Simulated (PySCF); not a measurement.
# The bond of SrCl+, level by level

An exercise on one series of results from a longer session: the logs are not shown, and one member is left open.

Program: PySCF 2.14.0. Level of theory: Sr def2-SVP with ECP28, Cl def2-SVP, scalar-relativistic core potentials. These are calculated values, not measurements.

The first run:

Settings of the job:

- atoms: Sr, Cl
- charge: 1
- basis: Sr def2-SVP with ECP28, Cl def2-SVP
- Hamiltonian: scalar-relativistic core potentials
- basis functions: 41
- electrons treated: 26
- masses in u: 87.9056, 34.9689
- levels: PBE0, PBE, r²SCAN, r²SCANh, M06-2X, BHandHLYP, HF, MP2, SCS-MP2, CCSD, CCSD(T)
- grid: 80 radial by 434 angular points
- occupations: held fixed by the projection of orbital angular momentum
- dissociation limit: Sr+ + Cl, each in its ground configuration
- starting distance in angstrom: 2.780
- values of 2S to try: 0, 2

The run is started by

```sh
$ OMP_NUM_THREADS=1 python dia.py task.json out
```

Steps of the session up to this table: Set-up; First curve: PBE0; Higher solutions at PBE0; PBE; r²SCAN (meta-GGA); r²SCANh (hybrid meta-GGA); M06-2X (hybrid meta-GGA); BHandHLYP (global hybrid GGA); RHF (mean field); Adding correlation.

One of the session's tables, all rows but one given; the rest of the session is left out.

It belongs to the step «The curves together». Energy (eV) from each level's lowest point:

```
R (Å)    RHF  RHF-MP2  RHF-SCS-MP2  RHF-CCSD  RHF-CCSD(T)
2.153  1.545    1.366        1.393       n/a          n/a
2.254  0.754    0.636        0.653     0.652        0.652
2.354  0.288    0.220        0.230     0.229        0.229
2.429  0.097    0.061        0.065     0.065        0.065
2.504      ?        ?            ?         ?            ?
2.579  0.000    0.015        0.011     0.011        0.011
2.679  0.081    0.123        0.115     0.115        0.114
2.804  0.287    0.356        0.342     0.343        0.339
2.955  0.629    0.722        0.703     0.703        0.696
3.155  1.168    1.280        1.255       n/a          n/a
```

**Question.** Estimate the row for R (Å) = 2.504.

Worked estimate for «RHF». A straight line through the neighbours (2.429, 0.097) and (2.579, 0.000) gives 0.097 + (0.000 − 0.097) × (2.504 − 2.429) / (2.579 − 2.429) = 0.049; a parabola fitted to 4 rows on both sides gives 0.011.

As computed: RHF: 0.009; RHF-MP2: 0.000; RHF-SCS-MP2: 0.000; RHF-CCSD: 0.000; RHF-CCSD(T): 0.000. In «RHF» the line misses by +0.040 and the parabola by +0.002.
